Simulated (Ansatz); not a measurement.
**CHGeP+ (quartet): wave-function methods side by side, cc-pVTZ**

One table from this session's results is given with a row withheld; the runs are named, their logs left out.

The runs use Ansatz 0.2.0, Gaussian basis; cc-pVTZ, core rule «outside noble gas», up to 20 orbitals frozen.

The runs, in order: UHF; CCSD(T) on ROHF; CCSD(T) on UHF; BCCD(T) on ROHF; CCSDT(Q) on ROHF; CCSDT(Q) on UHF.

6 further runs of the same task are left out: 6 set aside as unsound or not needed. Runs told in other sessions of the task aren't counted.

## The system

The geometry is a PBE0/def2-TZVP stationary point (not a proven minimum) of the parent state, kept for this charge and spin. No spin-orbit coupling is included. The filled d shell of Ge may be among the frozen orbitals whatever the setting's name suggests.

4 atoms, charge 1, spin multiplicity 4.

Atoms are counted from 1 here; the program's logs count them from 0.

Bond lengths: C1–P2 1.549 Å, C1–H4 1.070 Å, P2–Ge3 2.250 Å. Angles: P2–C1–H4 180.0°, C1–P2–Ge3 180.0°.

Set-up of the first run:

Input file in.yaml:

```yaml
crystal:
  periodic: [false, false, false]
  atoms:
    - {symbol: C, position_ang: [0.000000, 0.000000, 1.069273]}
    - {symbol: P, position_ang: [0.000000, 0.000000, -0.479383]}
    - {symbol: Ge, position_ang: [0.000000, 0.000000, -2.729648]}
    - {symbol: H, position_ang: [0.000000, 0.000000, 2.139758]}
basis:
  gaussian: {orbitals: cc-pVTZ}
total_charge: 1
magnetization: {spin_polarized: true, initial_magnetization: 3}
hamiltonian: {xc: hf}
output: {orbitals: {seedname: orbitals}}
```

The run is started by

```console
> ansatz run in.yaml --threads 1 --pin off --events-out ev --progress --plain --max-ram 4096MiB --backend cpu
```

Among the steps run: UHF; CCSD(T) on ROHF; CCSD(T) on UHF; BCCD(T) on ROHF; CCSDT(Q) on ROHF; CCSDT(Q) on UHF.

One of the session's tables, all rows but one given; the rest of the session is left out.

```
   method  from RCCSDT(Q) (kJ/mol)
     ROHF                        ?
      UHF                   +957.5
     RMP2                   +160.1
     UMP2                   +187.8
    RCCSD                    +66.5
    UCCSD                    +64.1
 RCCSD(T)                    +11.0
 UCCSD(T)                    +12.1
  BCCD(T)                    +11.0
   RCCSDT                     +5.1
   UCCSDT                     +4.4
RCCSDT(Q)                        0
UCCSDT(Q)                     -0.7
```

Estimate the missing values for ROHF.

The run gave: from RCCSDT(Q) (kJ/mol): +1009.8. In the column «from RCCSDT(Q) (kJ/mol)» it is the highest.

Caveats from the session: Restricted and unrestricted rows rest on different reference determinants; a gap between their highest levels can come from leftover correlation error, from unlike frozen cores or from another state.
